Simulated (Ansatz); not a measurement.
**GdZnSi (P-6m2): how the settings move a single-point run**

Aim: see which settings change the result for GdZnSi (P-6m2), by how much, and at what cost.

Method: reference: DFT PBEsol+U, scalar-relativistic, plane waves, PAW, in Ansatz 0.2.0.

4 further runs of the same task are left out: 4 that didn't finish. Runs told in other sessions of the task aren't counted.

### Step 1. The system as given

The structure is hexagonal, space group P-6m2 (No. 187). Conventional cell: a = 4.109 Å, b = 4.109 Å, c = 4.113 Å, α = 90.00°, β = 90.00°, γ = 120.00°. Gd (site symmetry -6m2) is surrounded by 6 Si at 3.14 Å and 6 Zn at 3.14 Å. Around Si (site symmetry -6m2) lie 3 Zn at 2.37 Å and 6 Gd at 3.14 Å. Around Zn (site symmetry -6m2) lie 3 Si at 2.37 Å.

Coordinates:

```xyz
3
Lattice="4.1086 0.0000 0.0000 -2.0543 3.5582 0.0000 0.0000 0.0000 4.1128" Properties=species:S:1:pos:R:3 pbc="T T T"
Gd    2.0543    1.1861    0.0000
Si    0.0000    0.0000    2.0564
Zn    0.0000    2.3721    2.0564
```

### Step 2. Baseline

File input.yaml:

```yaml
crystal:
  lattice:
    - [4.1086139333, 0.0, 0.0]
    - [-2.0543069667, 3.5581640407, 0.0]
    - [0.0, 0.0, 4.1127776717]
  atoms:
    - { symbol: Gd, position: [0.6666666667, 0.3333333333, 0.0], spin: 7.0 }
    - { symbol: Si, position: [0.0, 0.0, 0.5] }
    - { symbol: Zn, position: [0.3333333333, 0.6666666667, 0.5] }
basis:
  ecutwfc: 420
  ecutrho_ratio: 4
kpoints:
  mp_grid: { grid: [8, 8, 8] }
hamiltonian:
  xc: pbesol
  hubbard: { sites: [{ species: Gd, l: f, u_eff: 6.0 }] }
scf:
  occupations: { method: gaussian, width: 0.05 }
  lower_state_search: "off"
output:
  forces: true
  stress: true
  eigenvalues: true
  populations: true
  hubbard: { sites: [{ species: Gd, l: f }] }
magnetization:
  spin_polarized: true
checkpoint:
  read: start.run
  write: ck
  compress: false
  write_wavefunctions: false
  write_every: 100000
```

The run is started by

```bash
> ansatz run input.yaml --threads 4 --pin off --max-ram 9216MiB --backend cpu --events-out ev --progress --plain --runs-dir out
```

### Step 3. Changed: occupations.method tetrahedron, width left out, lower_state_search left out

File input.yaml:

```yaml
crystal:
  lattice:
    - [4.108613933369, 2.886746325678e-11, 0.0]
    - [-2.054306966709, 3.558164040626, 0.0]
    - [0.0, 0.0, 4.1127776717]
  atoms:
    - { symbol: Gd, position: [0.6666666666667, 0.3333333333333, 0.0], spin: 7.0 }
    - { symbol: Si, position: [0.0, 0.0, 0.5] }
    - { symbol: Zn, position: [0.3333333333333, 0.6666666666667, 0.5] }
basis:
  ecutwfc: 420
  ecutrho_ratio: 4
kpoints:
  mp_grid: { grid: [8, 8, 8] }
hamiltonian:
  xc: pbesol
  hubbard: { sites: [{ species: Gd, l: f, u_eff: 6.0 }] }
scf:
  occupations: { method: tetrahedron }
output:
  forces: true
  stress: true
  write_density: true
  write_potential: true
  elf: true
  volumetric_format: npy
magnetization:
  spin_polarized: true
```

### Step 4. Variant: hubbard.sites [{species: Gd, l: f, u_eff: 5.0}], hubbard.double_counting fll, occupations.method fermi_dirac, occupations.width 0.01, lower_state_search left out

File input.yaml:

```yaml
crystal:
  lattice:
    - [4.108613933369, 2.886746325678e-11, 0.0]
    - [-2.054306966709, 3.558164040626, 0.0]
    - [0.0, 0.0, 4.1127776717]
  atoms:
    - { symbol: Gd, position: [0.6666666666667, 0.3333333333333, 0.0], spin: 7.0 }
    - { symbol: Si, position: [0.0, 0.0, 0.5] }
    - { symbol: Zn, position: [0.3333333333333, 0.6666666666667, 0.5] }
basis:
  ecutwfc: 420
  ecutrho_ratio: 4
kpoints:
  mp_grid: { grid: [8, 8, 8] }
hamiltonian:
  xc: pbesol
  hubbard: { sites: [{ species: Gd, l: f, u_eff: 5.0 }], double_counting: fll }
scf:
  occupations: { method: fermi_dirac, width: 0.01 }
output:
  forces: true
  stress: true
magnetization:
  spin_polarized: true
```

Q: Predict the outcome of this session. Wanted: for each run, ending; energy change; pressure; gap; abs. moment; force.

The runs gave:

```csv
run,ending,energy change,pressure (GPa),gap (eV),abs. moment (μB),force (eV/Å),cycles,time
reference,converged,0,-2.5,0.00,7.39,0.00,-,5.4 s
"1: occupations.method tetrahedron, width left out, lower_state_search left out",converged,-0.5 meV/atom (σ→0),-2.4,0.00,7.45,0.00,13,7.8 s
"2: hubbard.sites [{species: Gd, l: f, u_eff: 5.0}], hubbard.double_counting fll, occupations.method fermi_dirac, occupations.width 0.01, lower_state_search left out",converged,-3.5 meV/atom (σ→0) (Hubbard term changed: no physical gain or loss),-2.5,0.00,7.40,0.00,11,6.4 s
```

Times don't compare one to one where runs were asked for different outputs or read a saved state (see the inputs); cycles may leave out searches for a lower state.

Residual by cycle in the longest SCF loop of each run; runs are numbered as in the table. The quantity is the density residual dr2, in eV.

```csv
cycle,reference,run 1,run 2
1,9.5e-4,7.24,7.04
2,6.4e-4,0.993,0.651
3,2.4e-4,0.432,0.458
4,5.5e-5,0.0392,0.0756
5,1.2e-5,0.0358,0.00754
6,2.2e-6,0.0203,8.2e-4
8,2.1e-8,3.0e-4,1.9e-5
9,-,9.2e-5,4.4e-6
10,-,7.5e-5,3.4e-7
11,-,8.8e-6,6.8e-8
12,-,1.3e-6,-
13,-,4.7e-8,-
```

**Reading.** «occupations.method tetrahedron, width left out, lower_state_search left out» moves the energy by -0.5 meV/atom. A changed U is a change of model: its shifts are not errors of convergence.
